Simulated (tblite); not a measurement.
# B26H22P26 ((6,5) BP nanotube piece): the cost of one run

Programs: tblite 0.8.0 and PySCF 2.14.0, with routines of our own; each step states its level. All values are computed. Atoms count from 0.

### 1 The system as given

74 atoms, charge 0, multiplicity 1; geometry from: force field, distance geometry or constructed start.

### 2 Relaxing the molecule with GFN2-xTB

The job: settings as JSON, then the geometry in Å.

```
{"job": {"kind": "relax", "xc": "GFN2-xTB", "basis": "xTB"}, "charge": 0, "multiplicity": 1}
B      5.056900     0.261000    -0.680700
P      4.637900     2.065600    -0.783500
B      5.048500     0.429100     2.539500
P      4.569800     2.220800     2.434800
B      4.235400     2.801600    -2.430700
P      2.938700     4.119200    -2.534200
B      4.140600     2.943500     0.780100
P      2.804800     4.215900     0.687400
B      2.057400     4.603100    -0.972000
P      0.244900     4.984100    -1.067500
B      1.895700     4.666600     2.243900
P      0.076300     4.982900     2.148500
B     -0.597100     4.927400    -2.721600
P     -2.329000     4.301200    -2.826800
B     -0.762200     4.902800     0.491100
P     -2.476900     4.213800     0.399700
B     -0.924900     4.864900     3.709400
P     -2.616700     4.116300     3.610000
B     -3.143900     3.700700    -1.261600
P     -4.241300     2.217300    -1.358900
B     -3.268100     3.586400     1.955000
P     -4.315600     2.064500     1.855700
B     -4.539700     1.432400    -3.012500
P     -4.706500    -0.416100    -3.118100
B     -4.585800     1.267200     0.199300
P     -4.688000    -0.580300     0.103400
B     -4.623200     1.102300     3.415300
P     -4.656400    -0.745700     3.319700
B     -4.493700    -1.401200    -1.558600
P     -3.607000    -3.021200    -1.650700
B     -4.436300    -1.560900     1.659800
P     -3.500200    -3.148600     1.563600
B     -3.017900    -3.622900    -3.313500
P     -1.410400    -4.538400    -3.405400
B     -2.885500    -3.728800    -0.097400
P     -1.251200    -4.586500    -0.194500
B     -2.753700    -3.833500     3.119400
P     -1.088300    -4.632200     3.023400
B     -0.425300    -4.766000    -1.849200
P      1.410900    -4.631300    -1.945400
B     -0.258500    -4.781900     1.372200
P      1.584100    -4.594300     1.274600
B      2.214200    -4.348300    -3.607700
P      3.713200    -3.274800    -3.703400
B      2.357700    -4.274400    -0.384200
P      3.822800    -3.148300    -0.487500
B      2.513300    -4.197500     2.830400
P      3.934200    -3.019000     2.735800
B      4.329100    -2.472400    -2.141400
P      4.984100    -0.745600    -2.237100
B      4.412700    -2.334800     1.079000
P      5.015000    -0.578100     0.978100
H      5.356500    -0.050800     3.557600
H      4.533500     3.006500     3.592100
H      4.791900     2.440300    -3.397100
H      2.637000     4.739500    -3.750400
H      2.473200     4.745400     3.263100
H     -0.030500     5.287100    -3.691800
H     -3.018700     4.282500    -4.039500
H     -0.498700     5.249400     4.726500
H     -3.396400     3.964900     4.766600
H     -4.625200     2.084200    -3.985500
H     -4.971300    -1.043500    -4.335200
H     -4.794500     1.652500     4.436100
H     -4.833600    -1.513900     4.474600
H     -3.654200    -3.424600    -4.274800
H     -0.948900    -5.044300    -4.629700
H     -3.320400    -3.760400     4.148400
H     -0.469800    -5.129200     4.175100
H      1.763500    -4.844900    -4.562700
H      4.366100    -3.072900    -4.917700
H      2.202700    -4.687700     3.852600
H      4.641500    -2.661200     3.891800
H      5.415500    -0.206800    -3.456900
```

On the command line:

```
$ OMP_NUM_THREADS=8 python large_run.py task.json out
```

This one command runs all jobs of the session in turn.

**Question.** How long does this first job take on 8 threads of Arm Neoverse V1, shared host, and how much memory does it need?

About 15 s, with a peak of 0.13 GiB.
